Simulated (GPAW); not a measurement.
# SiBiH5 (BiH2(SiH3)) at 4 levels

We compute a comparison of 4 runs (BEEF-vdW/real-space grid, PBE/real-space grid, mBEEF/real-space grid, PBE/dzp) of SiBiH5 (BiH2(SiH3)). The job is set up through an ASE script.

The results are computed with GPAW 26.7.0.

1 further run of the same task is left out (set aside as unsound or not needed).

### Step 1. The system as given

The species is SiBiH5 (7 atoms), meant as a singlet with charge 0. SMILES: `[H][Bi]([H])[SiH3]`. The shape comes from GFN2-xTB, which is rough for such elements, and wasn't checked as a minimum.

Bond lengths: Bi1–Si4 2.599 Å, Bi1–H2 1.783 Å, Bi1–H3 1.784 Å, Si4–H5 1.456 Å, Si4–H6 1.465 Å, Si4–H7 1.462 Å. Angles: Bi1–Si4–H5 114.7°, Bi1–Si4–H6 111.8°, Bi1–Si4–H7 111.6°, H2–Bi1–Si4 88.4°, H3–Bi1–Si4 88.4°, H5–Si4–H6 106.4°, H5–Si4–H7 106.3°, H6–Si4–H7 105.4°, H2–Bi1–H3 89.1°.

### Step 2. Energy and one-electron properties at BEEF-vdW/real-space grid (scalar-relativistic datasets) (run 1)

Input file molecule.py:

```python
import numpy as np
from ase import Atoms
from ase.dft.bee import BEEFEnsemble
from ase.units import Bohr, Debye
from gpaw import GPAW

# Geometry
positions_bohr = np.array(
              [[  1.192153,   2.170483,   2.266462],
               [  3.864603,   1.948704,   0.226994],
               [ -0.214900,   4.332159,   0.095922],
               [ -0.868839,  -1.497173,  -0.268266],
               [ -0.908410,  -1.130680,  -2.995329],
               [ -3.493197,  -1.926746,   0.498774],
               [  0.428590,  -3.896748,   0.175442]])
mol = Atoms(["Bi", "H", "H", "Si", "H", "H", "H"], positions=positions_bohr * Bohr)
mol.set_cell([15.0, 15.0, 15.0])
mol.center()

# GPAW settings
gpaw_calc = GPAW(mode="fd", maxiter=100, xc="BEEF-vdW", h=0.18, txt="molecule.txt")
mol.calc = gpaw_calc

energy = mol.get_potential_energy()
print(f"Energy                  {energy:.5f} eV")
forces = mol.get_forces()
print("Forces (eV/Ang)")
for symbol, f in zip(mol.symbols, forces):
    print(f'{symbol:2} {f[0]:9.4f} {f[1]:9.4f} {f[2]:9.4f}')
dipole = mol.get_dipole_moment() / Debye
print(f"Dipole                  {np.linalg.norm(dipole):.3f} D")
homo, lumo = gpaw_calc.get_homo_lumo()
print(f"HOMO = {homo:.3f} eV")
print(f"LUMO = {lumo:.3f} eV")
print(f"Gap = {lumo - homo:.3f} eV")

ensemble = BEEFEnsemble(mol).get_ensemble_energies(2000)
spread = ensemble.std()
print(f"Ensemble spread         {spread:.3f} eV")
```

Launch:

```console
$ python3 -u molecule.py | tee molecule.out
```

Log:

```text
Energy                  -414.43355 eV
Forces (eV/Ang)
Bi    0.2109    0.4380    0.8843
H     0.3715   -0.0316   -0.2159
H    -0.1953    0.3016   -0.2096
Si   -0.3151   -0.5399   -0.2619
H     0.0535    0.1956   -0.5892
H    -0.4624    0.0461    0.2224
H     0.3459   -0.4026    0.1751
Dipole                  1.344 D
HOMO = -6.683 eV
LUMO = -1.685 eV
Gap = 4.998 eV
beefvdw ensemble started
beefvdw ensemble finished
Ensemble spread         677.708 eV
```

molecule.txt:

```text
__  _  _
 | _ |_)|_||  |
 |__||  | ||/\| - 26.7.0

units:  Angstrom and eV
cores:  1
OpenMP: False

Versions:
  Python: 3.12.14
  ASE:    3.29.0
  Numpy:  2.5.5
  Scipy:  1.18.1
  Libxc:  7.0.0

        _gpaw.cpython-312-x86_64-linux-gnu.so

Input parameters:
  mode=FD(),
  h=0.18,
  maxiter=100,
  xc=XC(name='BEEF-vdW')

[... 63 lines left out ...]
|   |                                coordinates |     weight |
[... 106 lines left out ...]
  Converge bands: occupied
[... 28 lines left out ...]
convergence criteria:
[... 14 lines left out ...]
Converged in 17 steps
[... 15 lines left out ...]
dipole moment: (0.028941, 0.067007, 0.270073)  # |e|*Ang
[... 19 lines left out ...]
Forces  # eV/Ang
|        x |        y |        z |
|----------|----------|----------|
|  0.21094 |  0.43798 |  0.88433 |  # Bi   0
|  0.37150 | -0.03156 | -0.21590 |  # H    1
| -0.19529 |  0.30160 | -0.20965 |  # H    2
| -0.31508 | -0.53987 | -0.26193 |  # Si   3
|  0.05350 |  0.19564 | -0.58921 |  # H    4
| -0.46238 |  0.04611 |  0.22239 |  # H    5
|  0.34589 | -0.40262 |  0.17508 |  # H    6

Force computation time: 0.142  # s

timing:  # [seconds]
  Total:  779.861  # ━━━━━━━━━━━━━━━━━━━━━━━━━━━━━━━━━━━━━━━━━━━━━━━━━━━━━━━━
  Init:    50.661  # ━━━╸
  SCF:    688.476  # ━━━━━━━━━━━━━━━━━━━━━━━━━━━━━━━━━━━━━━━━━━━━━━━━━╸
  Forces:   0.142  #

Max RSS: 7773.875  # MiB
```

Wall time 13 min (1 thread of Intel Xeon 6975P-C (Granite Rapids), shared host); peak memory 7.6 GiB.

### Step 3. The charge distribution at PBE/real-space grid (scalar-relativistic datasets) (run 2)

Input file calc.py:

```python
import numpy as np
from ase import Atoms
from ase.units import Debye
from gpaw import GPAW

system = Atoms('BiHHSiHHH',
    positions=[[  0.630860,   1.148570,   1.199360],
               [  2.045060,   1.031210,   0.120120],
               [ -0.113720,   2.292480,   0.050760],
               [ -0.459770,  -0.792270,  -0.141960],
               [ -0.480710,  -0.598330,  -1.585060],
               [ -1.848520,  -1.019590,   0.263940],
               [  0.226800,  -2.062070,   0.092840]])
system.center(vacuum=4.5)

calculator = GPAW(mode='fd', xc='PBE', h=0.18, maxiter=150, txt='-')
system.calc = calculator

energy = system.get_potential_energy()
print(f'Energy = {energy:.5f} eV')
forces = system.get_forces()
print('Forces (eV/Ang)')
for symbol, f in zip(system.symbols, forces):
    print(f'{symbol:2} {f[0]:9.4f} {f[1]:9.4f} {f[2]:9.4f}')
dipole = system.get_dipole_moment() / Debye
print(f'Dipole                  {np.linalg.norm(dipole):.3f} D')
homo, lumo = calculator.get_homo_lumo()
print(f'HOMO = {homo:.3f} eV')
print(f'LUMO: {lumo:.3f} eV')
print(f'Gap                     {lumo - homo:.3f} eV')
```

Launch:

```console
$ python calc.py
```

Log:

```text
[...]
Number of symmetries: 1
[...]
  Number of IBZ points: 1
[...]
Spin-components: 1 (collinear spins)
Bands:           18
[...]
  Valence electrons: 24.0
[...]
  Grid points: [72 76 64]
  Charge: 0.0  # |e|
[...]
    cutoffs:
[...]
occupation numbers:
  # Zero width
[...]
xc functional:
  name: PBE with 2 nearest neighbor stencil
[...]
|iter     |     time |      energy | eigst |  dens |
[...]
|iter:   1| 00:00:06 |  -27.165118 | +0.93 |       |
[...]
|iter:  15| 00:00:43 |  -25.541670c| -7.44c| -6.16c|
Converged in 15 steps
[...]
Energy contributions relative to reference atoms: (reference = -592797.178014)
Energy contributions:
  Kinetic:          45.279005
  Coulomb:         -46.164073
  Zero:             -1.557299
  External:          0.000000
  Xc:              -23.099303
  Entropy:           0.000000
  Spinorbit:         0.000000
  ----------------------------
  Free energy:     -25.541670
  Extrapolated:    -25.541670
dipole moment: (0.029539, 0.065276, 0.232080)  # |e|*Ang
Fermi level: -3.874
[...]
Gap: 5.200 eV
Transition (v -> c):
[...]
Forces (eV/Ang)
Bi    0.1783    0.3579    0.6619
H     0.2517   -0.0211   -0.1585
H    -0.1334    0.2084   -0.1458
Si   -0.1516   -0.2439   -0.0779
H     0.0480    0.2131   -0.7523
H    -0.6013    0.0156    0.2636
H     0.4171   -0.5283    0.2010
Dipole                  1.167 D
HOMO = -6.474 eV
LUMO: -1.274 eV
Gap                     5.200 eV
```

Run time: 43 s. Hardware: 1 thread of Intel Xeon 6975P-C (Granite Rapids), shared host; peak memory 0.96 GiB.

Run 3 isn't shown in full; the table further down has it.

### Step 4. The charge distribution at PBE/dzp (scalar-relativistic datasets) (run 4)

Input file sp.py:

```python
import numpy as np
from ase.io.zmatrix import parse_zmatrix
from ase.units import Debye
from gpaw import GPAW

# Structure
molecule = parse_zmatrix("""
Bi
H 1 1.782833
H 1 1.783875 2 89.05629
Si 1 2.599129 2 88.35509 3 88.38794
H 4 1.456224 1 114.70831 2 -51.30346
H 4 1.464601 5 106.36041 3 103.46054
H 4 1.462498 5 106.34874 6 112.01793
""")
molecule.center(vacuum=4.5)

# Ground state
gpaw_calc = GPAW(mode='lcao', basis='dzp', xc='PBE', maxiter=150, h=0.18, txt='-')
molecule.calc = gpaw_calc

energy = molecule.get_potential_energy()
print(f'Energy: {energy:.5f} eV')
forces = molecule.get_forces()
print('Forces (eV/Ang)')
for symbol, f in zip(molecule.symbols, forces):
    print(f'{symbol:2} {f[0]:9.4f} {f[1]:9.4f} {f[2]:9.4f}')
dipole = molecule.get_dipole_moment() / Debye
print(f'Dipole = {np.linalg.norm(dipole):.3f} D')
homo, lumo = gpaw_calc.get_homo_lumo()
print(f'HOMO = {homo:.3f} eV')
print(f'LUMO = {lumo:.3f} eV')
print(f'Gap = {lumo - homo:.3f} eV')
```

Launch:

```console
$ python3 -u sp.py | tee sp.out
```

Log:

```text
[...]
Number of symmetries: 1
[...]
  Number of IBZ points: 1
[...]
basis functions: 61
Spin-components: 1 (collinear spins)
Bands:           18
[...]
  Valence electrons: 24.0
[...]
  Grid points: [68 68 68]
  Charge: 0.0  # |e|
[...]
    cutoffs:
[...]
occupation numbers:
  # Zero width
[...]
xc functional:
  name: PBE with 2 nearest neighbor stencil
[...]
|iter     |     time |      energy | eigst |  dens |
[...]
|iter:   1| 00:00:09 |  -25.184668 |      c|       |
[...]
|iter:   8| 00:00:15 |  -24.042076c|      c| -4.29c|
Converged in 8 steps
[...]
Energy contributions relative to reference atoms: (reference = -592797.178014)
Energy contributions:
  Kinetic:          31.571975
  Coulomb:         -33.392676
  Zero:             -0.042456
  External:          0.000000
  Xc:              -22.178918
  Entropy:           0.000000
  Spinorbit:         0.000000
  ----------------------------
  Free energy:     -24.042076
  Extrapolated:    -24.042076
dipole moment: (-0.101794, -0.098921, 0.191688)  # |e|*Ang
Fermi level: -3.547
[...]
Gap: 5.562 eV
Transition (v -> c):
[...]
Forces (eV/Ang)
Bi   -0.3576   -0.3339    0.7526
H     0.3446   -0.0165    0.0107
H    -0.0212    0.3560    0.0193
Si   -0.0552   -0.0378   -0.1419
H     0.5704    0.7065   -0.2431
H    -0.7939    0.1205   -0.1934
H     0.3011   -0.7930   -0.1997
Dipole = 1.146 D
HOMO = -6.328 eV
LUMO = -0.766 eV
Gap = 5.562 eV
```

Wall time 15 s (1 thread of Intel Xeon 6975P-C (Granite Rapids), shared host); peak memory 0.76 GiB.

### Step 5. The series

```csv
run,level,vacuum round the molecule,box rule,energy (Eh),dipole moment (D),HOMO energy (eV),LUMO energy (eV),wall time
1,BEEF-vdW/real-space grid (scalar-relativistic datasets),5,cube,-21800.124632,1.34,-6.68,-1.68,13 min
2,PBE/real-space grid (scalar-relativistic datasets),4.5,center,-21785.833119,1.17,-6.47,-1.27,43 s
3,mBEEF/real-space grid (scalar-relativistic datasets),5,center,-21798.765703,1.14,-6.95,–,3.4 min
4,PBE/dzp (scalar-relativistic datasets),4.5,center,-21785.778010,1.15,-6.33,-0.77,15 s
```

### Step 6. Outcome

```
                                                     quantity        value
run 4: energy as printed (from the program's reference atoms)  -24.0421 eV
                                         run 4: dipole moment       1.15 D
                                           run 4: HOMO energy     -6.33 eV
                                           run 4: LUMO energy     -0.77 eV
                                         run 4: HOMO–LUMO gap      5.56 eV
                              run 4: largest force on an atom   0.940 eV/Å
```

What this shows: The dipole moment (its size) runs from 1.14 D (mBEEF/real-space grid) to 1.34 D (BEEF-vdW/real-space grid). Over runs 1, 2, 4 the HOMO–LUMO gap runs from 5.00 eV (BEEF-vdW/real-space grid) to 5.56 eV (PBE/dzp). The two ends differ in method and basis. Totals of different functionals can't be ranked against each other. All runs together took 17 min, the longest 13 min.
